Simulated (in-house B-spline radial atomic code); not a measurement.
# Ir⁷³⁺: partial-wave convergence of RPA

How many partial waves does Ir⁷³⁺ need? The cut on the empty states is raised step by step on a PBE0 start.

Program: an in-house B-spline radial atomic code, version 1. Level of theory: RPA, second order, AC-SOSEX and G0W0 (contour deformation) on a scalar-relativistic mean field, all electrons; no spin-orbit coupling, Breit or QED terms, no two-electron picture change. These are calculated values, not measurements, unless marked.

## 1. The atom as given

- element: iridium (Z = 77)
- charge: +73
- electrons: 4
- configuration: [He] 2s2
- Hamiltonian: scalar-relativistic (spin-free one-electron X2C), finite nucleus
- values of lmax: 2, 3, 4, 5, 6, 7, 8, 9, 10, 11

The outer shells:

Ir73+
```
[He] core
2s [↑↓]
```

## 2. The run with lmax = 2

Input settings:

```ini
Z = 77
electrons = 4.0
configuration = [He] 2s2
hamiltonian = x2c
method = pbe0
lmax = 2
rms_radius = 5.4032
spin_polarised = False
box_radius = 1.59
intervals = 59
```

Command:

```bash
$ python run_gw.py task.json out
```

One command runs all members of the session, one after another, from task.json.

The program writes no log. Results of the run, from its result record (rounded, main fields):

```text
{
  "status": "converged",
  "energies [hartree]": {
    "mean_field": -8002.804005,
    "exx_total": -8001.88203,
    "exchange": -76.5404076,
    "rpa": -0.51907094,
    "rpa_summed": -0.50616661,
    "direct_second_order": -0.54678531,
    "second_order_exchange": 0.26859878,
    "sosex": 0.25487438
  },
  "rpa_by_multipole [hartree]": [-0.0741293, -0.403845, -0.0281926],
  "polarisability [bohr^3: independent particles, RPA]": [9.76917e-05, 8.37761e-05],
  "gap [hartree]": 57.82241,
  "levels [hartree]": [
    {"name": "2s", "occ": 1, "e": -776.7119, "sx": -15.71556, "vxc": -12.1572, "sc": -0.2914306, "z": 0.9976863, "qp": -780.5684, "tail": -0.006756122},
    {"name": "1s", "occ": 1, "e": -3132.728, "sx": -60.82485, "vxc": -43.9917, "sc": 0.2934097, "z": 0.999444, "qp": -3149.274, "tail": -0.006204604},
    {"name": "2p", "occ": 0, "e": -718.8895, "sx": -3.792053, "vxc": -8.428239, "sc": -0.01260119, "z": 0.999106, "qp": -714.294, "tail": -0.02810139}
  ]
}
```

Run time: 0.2 s. Hardware: 1 thread, shared host.

In the record, exx_total is the Hartree-Fock functional on the start's orbitals, rpa_summed the RPA energy up to lmax and rpa the same with the tail beyond it, gap the smallest same-spin excitation energy of the start. For a level, e is the start's value, sx and sc the exchange and correlation self-energies, vxc the start's own term, z the quasi-particle weight, and qp = e + sx − vxc + sc + tail. Deeper levels of weight under 0.85 meet poles of the self-energy and are not shown.

Highest level 2s: -21135.406 eV in the start, -21240.348 eV after G0W0, weight 1.00.

The largest part of the RPA energy comes from multipole 1 (80 % of the sum).

## 3. The run with lmax = 3

Settings: those of step 2 with these lines changed.

```diff
@@ -5,3 +5,3 @@
 method = pbe0
-lmax = 2
+lmax = 3
 rms_radius = 5.4032
```

Result record:

```text
{
  "status": "converged",
  "energies [hartree]": {
    "mean_field": -8002.804005,
    "exx_total": -8001.88203,
    "exchange": -76.5404076,
    "rpa": -0.52041075,
    "rpa_summed": -0.51426734,
    "direct_second_order": -0.54810561,
    "second_order_exchange": 0.26930835,
    "sosex": 0.25559332
  },
  "rpa_by_multipole [hartree]": [-0.0741293, -0.403845, -0.0281926, -0.00810073],
  "polarisability [bohr^3: independent particles, RPA]": [9.76917e-05, 8.37761e-05],
  "gap [hartree]": 57.82241,
  "levels [hartree]": [
    {"name": "2s", "occ": 1, "e": -776.7119, "sx": -15.71556, "vxc": -12.1572, "sc": -0.2953734, "z": 0.9976852, "qp": -780.5686, "tail": -0.002990106},
    {"name": "1s", "occ": 1, "e": -3132.728, "sx": -60.82485, "vxc": -43.9917, "sc": 0.2891551, "z": 0.9994438, "qp": -3149.276, "tail": -0.0032266},
    {"name": "2p", "occ": 0, "e": -718.8895, "sx": -3.792053, "vxc": -8.428239, "sc": -0.02137713, "z": 0.9991024, "qp": -714.2813, "tail": -0.006655445}
  ]
}
```

Wall time 0.2 s (1 thread, shared host).

G0W0 moves 2s down by 105 eV, to -21240.353 eV.

## 4. The run with lmax = 4

Settings: those of step 3 with these lines changed.

```diff
@@ -5,3 +5,3 @@
 method = pbe0
-lmax = 3
+lmax = 4
 rms_radius = 5.4032
```

Result record:

```text
{
  "status": "converged",
  "energies [hartree]": {
    "mean_field": -8002.804005,
    "exx_total": -8001.88203,
    "exchange": -76.5404076,
    "rpa": -0.52105565,
    "rpa_summed": -0.51754299,
    "direct_second_order": -0.54874848,
    "second_order_exchange": 0.26964166,
    "sosex": 0.25592755
  },
  "rpa_by_multipole [hartree]": [-0.0741293, -0.403845, -0.0281926, -0.00810073, -0.00327566],
  "polarisability [bohr^3: independent particles, RPA]": [9.76917e-05, 8.37761e-05],
  "gap [hartree]": 57.82241,
  "levels [hartree]": [
    {"name": "2s", "occ": 1, "e": -776.7119, "sx": -15.71556, "vxc": -12.1572, "sc": -0.296887, "z": 0.997685, "qp": -780.5687, "tail": -0.001623139},
    {"name": "1s", "occ": 1, "e": -3132.728, "sx": -60.82485, "vxc": -43.9917, "sc": 0.2873312, "z": 0.9994438, "qp": -3149.276, "tail": -0.001955785},
    {"name": "2p", "occ": 0, "e": -718.8895, "sx": -3.792053, "vxc": -8.428239, "sc": -0.02399867, "z": 0.9991017, "qp": -714.2801, "tail": -0.002811213}
  ]
}
```

It took 0.3 s on 1 thread, shared host.

Highest level 2s: -21135.406 eV in the start, -21240.357 eV after G0W0, weight 1.00.

## 5. The run with lmax = 5

Settings: those of step 4 with these lines changed.

```diff
@@ -5,3 +5,3 @@
 method = pbe0
-lmax = 4
+lmax = 5
 rms_radius = 5.4032
```

Result record:

```text
{
  "status": "converged",
  "energies [hartree]": {
    "mean_field": -8002.804005,
    "exx_total": -8001.88203,
    "exchange": -76.5404076,
    "rpa": -0.52137166,
    "rpa_summed": -0.51914295,
    "direct_second_order": -0.5490641,
    "second_order_exchange": 0.2698032,
    "sosex": 0.25608925
  },
  "rpa_by_multipole [hartree]": [-0.0741293, -0.403845, -0.0281926, -0.00810073, -0.00327566, -0.00159996],
  "polarisability [bohr^3: independent particles, RPA]": [9.76917e-05, 8.37761e-05],
  "gap [hartree]": 57.82241,
  "levels [hartree]": [
    {"name": "2s", "occ": 1, "e": -776.7119, "sx": -15.71556, "vxc": -12.1572, "sc": -0.2975968, "z": 0.9976849, "qp": -780.5688, "tail": -0.000988742},
    {"name": "1s", "occ": 1, "e": -3132.728, "sx": -60.82485, "vxc": -43.9917, "sc": 0.2864009, "z": 0.9994438, "qp": -3149.276, "tail": -0.001296003},
    {"name": "2p", "occ": 0, "e": -718.8895, "sx": -3.792053, "vxc": -8.428239, "sc": -0.02507261, "z": 0.9991016, "qp": -714.2798, "tail": -0.001495961}
  ]
}
```

It took 0.3 s on 1 thread, shared host.

G0W0 moves 2s down by 105 eV, to -21240.359 eV.

## 6. The run with lmax = 6

Settings: those of step 5 with these lines changed.

```diff
@@ -5,3 +5,3 @@
 method = pbe0
-lmax = 5
+lmax = 6
 rms_radius = 5.4032
```

Result record:

```text
{
  "status": "converged",
  "energies [hartree]": {
    "mean_field": -8002.804005,
    "exx_total": -8001.88203,
    "exchange": -76.5404076,
    "rpa": -0.52150237,
    "rpa_summed": -0.52001123,
    "direct_second_order": -0.54919472,
    "second_order_exchange": 0.2698699,
    "sosex": 0.25615599
  },
  "rpa_by_multipole [hartree]": [-0.0741293, -0.403845, -0.0281926, -0.00810073, -0.00327566, -0.00159996, -0.000868279],
  "polarisability [bohr^3: independent particles, RPA]": [9.76917e-05, 8.37761e-05],
  "gap [hartree]": 57.82241,
  "levels [hartree]": [
    {"name": "2s", "occ": 1, "e": -776.7119, "sx": -15.71556, "vxc": -12.1572, "sc": -0.2979736, "z": 0.9976849, "qp": -780.5688, "tail": -0.0006471508},
    {"name": "1s", "occ": 1, "e": -3132.728, "sx": -60.82485, "vxc": -43.9917, "sc": 0.2858842, "z": 0.9994438, "qp": -3149.277, "tail": -0.000887265},
    {"name": "2p", "occ": 0, "e": -718.8895, "sx": -3.792053, "vxc": -8.428239, "sc": -0.02560061, "z": 0.9991015, "qp": -714.2798, "tail": -0.000906754}
  ]
}
```

Wall time 0.3 s (1 thread, shared host).

G0W0 moves 2s down by 105 eV, to -21240.360 eV.

## 7. The run with lmax = 7

Settings: those of step 6 with these lines changed.

```diff
@@ -5,3 +5,3 @@
 method = pbe0
-lmax = 6
+lmax = 7
 rms_radius = 5.4032
```

Result record:

```text
{
  "status": "converged",
  "energies [hartree]": {
    "mean_field": -8002.804005,
    "exx_total": -8001.88203,
    "exchange": -76.5404076,
    "rpa": -0.52155538,
    "rpa_summed": -0.5205185,
    "direct_second_order": -0.54924769,
    "second_order_exchange": 0.26989694,
    "sosex": 0.25618304
  },
  "rpa_by_multipole [hartree]": [-0.0741293, -0.403845, -0.0281926, -0.00810073, -0.00327566, -0.00159996, -0.000868279, -0.000507267],
  "polarisability [bohr^3: independent particles, RPA]": [9.76917e-05, 8.37761e-05],
  "gap [hartree]": 57.82241,
  "levels [hartree]": [
    {"name": "2s", "occ": 1, "e": -776.7119, "sx": -15.71556, "vxc": -12.1572, "sc": -0.2981919, "z": 0.9976849, "qp": -780.5689, "tail": -0.0004463576},
    {"name": "1s", "occ": 1, "e": -3132.728, "sx": -60.82485, "vxc": -43.9917, "sc": 0.285579, "z": 0.9994438, "qp": -3149.277, "tail": -0.0006237541},
    {"name": "2p", "occ": 0, "e": -718.8895, "sx": -3.792053, "vxc": -8.428239, "sc": -0.0258931, "z": 0.9991015, "qp": -714.2798, "tail": -0.0005978533}
  ]
}
```

Run time: 0.3 s. Hardware: 1 thread, shared host.

G0W0 moves 2s down by 105 eV, to -21240.361 eV.

## 8. The run with lmax = 8

Settings: those of step 7 with these lines changed.

```diff
@@ -5,3 +5,3 @@
 method = pbe0
-lmax = 7
+lmax = 8
 rms_radius = 5.4032
```

Result record:

```text
{
  "status": "converged",
  "energies [hartree]": {
    "mean_field": -8002.804005,
    "exx_total": -8001.88203,
    "exchange": -76.5404076,
    "rpa": -0.5215488,
    "rpa_summed": -0.52082402,
    "direct_second_order": -0.54924111,
    "second_order_exchange": 0.26989381,
    "sosex": 0.25617993
  },
  "rpa_by_multipole [hartree]": [-0.0741293, -0.403845, -0.0281926, -0.00810073, -0.00327566, -0.00159996, -0.000868279, -0.000507267, -0.000305524],
  "polarisability [bohr^3: independent particles, RPA]": [9.76917e-05, 8.37761e-05],
  "gap [hartree]": 57.82241,
  "levels [hartree]": [
    {"name": "2s", "occ": 1, "e": -776.7119, "sx": -15.71556, "vxc": -12.1572, "sc": -0.298326, "z": 0.9976849, "qp": -780.5689, "tail": -0.0003181853},
    {"name": "1s", "occ": 1, "e": -3132.728, "sx": -60.82485, "vxc": -43.9917, "sc": 0.2853976, "z": 0.9994438, "qp": -3149.277, "tail": -0.0004303137},
    {"name": "2p", "occ": 0, "e": -718.8895, "sx": -3.792053, "vxc": -8.428239, "sc": -0.02606926, "z": 0.9991015, "qp": -714.2798, "tail": -0.0004178797}
  ]
}
```

It took 0.3 s on 1 thread, shared host.

The 2s level moves from -21135.406 to -21240.361 eV (weight 1.00).

## 9. The run with lmax = 9

Settings: those of step 8 with these lines changed.

```diff
@@ -5,3 +5,3 @@
 method = pbe0
-lmax = 8
+lmax = 9
 rms_radius = 5.4032
```

Result record:

```text
{
  "status": "converged",
  "energies [hartree]": {
    "mean_field": -8002.804005,
    "exx_total": -8001.88203,
    "exchange": -76.5404076,
    "rpa": -0.52150492,
    "rpa_summed": -0.52100797,
    "direct_second_order": -0.54919722,
    "second_order_exchange": 0.26987179,
    "sosex": 0.25615791
  },
  "rpa_by_multipole [hartree]": [-0.0741293, -0.403845, -0.0281926, -0.00810073, -0.00327566, -0.00159996, -0.000868279, -0.000507267, -0.000305524, -0.000183951],
  "polarisability [bohr^3: independent particles, RPA]": [9.76917e-05, 8.37761e-05],
  "gap [hartree]": 57.82241,
  "levels [hartree]": [
    {"name": "2s", "occ": 1, "e": -776.7119, "sx": -15.71556, "vxc": -12.1572, "sc": -0.2984119, "z": 0.9976849, "qp": -780.5689, "tail": -0.0002320559},
    {"name": "1s", "occ": 1, "e": -3132.728, "sx": -60.82485, "vxc": -43.9917, "sc": 0.2852939, "z": 0.9994438, "qp": -3149.277, "tail": -0.0002802017},
    {"name": "2p", "occ": 0, "e": -718.8895, "sx": -3.792053, "vxc": -8.428239, "sc": -0.02618199, "z": 0.9991015, "qp": -714.2798, "tail": -0.0003045469}
  ]
}
```

Wall time 0.4 s (1 thread, shared host).

Highest level 2s: -21135.406 eV in the start, -21240.361 eV after G0W0, weight 1.00.

## 10. The run with lmax = 10

Settings: those of step 9 with these lines changed.

```diff
@@ -5,3 +5,3 @@
 method = pbe0
-lmax = 9
+lmax = 10
 rms_radius = 5.4032
```

Result record:

```text
{
  "status": "converged",
  "energies [hartree]": {
    "mean_field": -8002.804005,
    "exx_total": -8001.88203,
    "exchange": -76.5404076,
    "rpa": -0.52144554,
    "rpa_summed": -0.52111651,
    "direct_second_order": -0.54913784,
    "second_order_exchange": 0.26984184,
    "sosex": 0.25612796
  },
  "rpa_by_multipole [hartree]": [-0.0741293, -0.403845, -0.0281926, -0.00810073, -0.00327566, -0.00159996, -0.000868279, -0.000507267, -0.000305524, -0.000183951, -0.000108536],
  "polarisability [bohr^3: independent particles, RPA]": [9.76917e-05, 8.37761e-05],
  "gap [hartree]": 57.82241,
  "levels [hartree]": [
    {"name": "2s", "occ": 1, "e": -776.7119, "sx": -15.71556, "vxc": -12.1572, "sc": -0.2984689, "z": 0.9976849, "qp": -780.5689, "tail": -0.0001729743},
    {"name": "1s", "occ": 1, "e": -3132.728, "sx": -60.82485, "vxc": -43.9917, "sc": 0.2852395, "z": 0.9994438, "qp": -3149.277, "tail": -0.0001648035},
    {"name": "2p", "occ": 0, "e": -718.8895, "sx": -3.792053, "vxc": -8.428239, "sc": -0.02625738, "z": 0.9991015, "qp": -714.2798, "tail": -0.0002285303}
  ]
}
```

It took 0.4 s on 1 thread, shared host.

The 2s level moves from -21135.406 to -21240.361 eV (weight 1.00).

## 11. The run with lmax = 11

Settings: those of step 10 with these lines changed.

```diff
@@ -5,3 +5,3 @@
 method = pbe0
-lmax = 10
+lmax = 11
 rms_radius = 5.4032
```

Result record:

```text
{
  "status": "converged",
  "energies [hartree]": {
    "mean_field": -8002.804005,
    "exx_total": -8001.88203,
    "exchange": -76.5404076,
    "rpa": -0.52145337,
    "rpa_summed": -0.52119373,
    "direct_second_order": -0.54914567,
    "second_order_exchange": 0.26984573,
    "sosex": 0.25613186
  },
  "rpa_by_multipole [hartree]": [-0.0741293, -0.403845, -0.0281926, -0.00810073, -0.00327566, -0.00159996, -0.000868279, -0.000507267, -0.000305524, -0.000183951, -0.000108536, -7.72234e-05],
  "polarisability [bohr^3: independent particles, RPA]": [9.76917e-05, 8.37761e-05],
  "gap [hartree]": 57.82241,
  "levels [hartree]": [
    {"name": "2s", "occ": 1, "e": -776.7119, "sx": -15.71556, "vxc": -12.1572, "sc": -0.2985092, "z": 0.9976849, "qp": -780.5689, "tail": -0.0001356204},
    {"name": "1s", "occ": 1, "e": -3132.728, "sx": -60.82485, "vxc": -43.9917, "sc": 0.2852003, "z": 0.9994438, "qp": -3149.277, "tail": -0.000131775},
    {"name": "2p", "occ": 0, "e": -718.8895, "sx": -3.792053, "vxc": -8.428239, "sc": -0.02630972, "z": 0.9991015, "qp": -714.2798, "tail": -0.0001759343}
  ]
}
```

It took 0.4 s on 1 thread, shared host.

The 2s level moves from -21135.406 to -21240.361 eV (weight 1.00).

## 12. Comparison

```csv
lmax,level,mean field (eV),G0W0 (eV),weight,RPA (hartree),RPA to lmax (hartree),"α, direct RPA (bohr³)",time,miss (eV)
2,2s,-21135.406,-21240.348,0.998,-0.51907,-0.50617,8.378e-05,0.2 s,+40.3
3,2s,-21135.406,-21240.353,0.998,-0.52041,-0.51427,8.378e-05,0.2 s,+40.4
4,2s,-21135.406,-21240.357,0.998,-0.52106,-0.51754,8.378e-05,0.3 s,+40.4
5,2s,-21135.406,-21240.359,0.998,-0.52137,-0.51914,8.378e-05,0.3 s,+40.4
6,2s,-21135.406,-21240.360,0.998,-0.52150,-0.52001,8.378e-05,0.3 s,+40.4
7,2s,-21135.406,-21240.361,0.998,-0.52156,-0.52052,8.378e-05,0.3 s,+40.4
8,2s,-21135.406,-21240.361,0.998,-0.52155,-0.52082,8.378e-05,0.3 s,+40.4
9,2s,-21135.406,-21240.361,0.998,-0.52150,-0.52101,8.378e-05,0.4 s,+40.4
10,2s,-21135.406,-21240.361,0.998,-0.52145,-0.52112,8.378e-05,0.4 s,+40.4
11,2s,-21135.406,-21240.361,0.998,-0.52145,-0.52119,8.378e-05,0.4 s,+40.4
```

The miss is the G0W0 removal energy (the level with its sign changed) less the tabulated theoretical ionisation energy, 21200 ± 90 eV. Times are single runs on a shared host.

## 13. What came out

```
                                          quantity                                                              value
   highest level, mean field (range over the runs)                                                      -21135.406 eV
         highest level, G0W0 (range over the runs)                                        -21240.361 to -21240.348 eV
                            RPA correlation energy                                         -0.5216 to -0.5191 hartree
                                         RPA+SOSEX                                         -0.2654 to -0.2642 hartree
tabulated theoretical ionisation energy (2s shell)  21200 ± 90 eV (NIST Atomic Spectra Database, ionization energies)
               G0W0 removal energy less that value                                                  +40.3 to +40.4 eV
```

**Reading.** At lmax = 2 the plain sum holds 97.1 % of the last extrapolated value, at lmax = 11 it holds 100.0 %. With the tail added, the runs differ from the last by up to 0.5 %, and from lmax = 2 on all values lie within 0.5 % of the last; the plain sum reaches 99 % at lmax = 4. The extrapolated value still moves by 0.0078 millihartree in the last step. The G0W0 level varies by 0.012 eV over the range. All G0W0 removal energies agree with the tabulated theoretical ionisation energy, 21200 ± 90 eV, within its uncertainty.
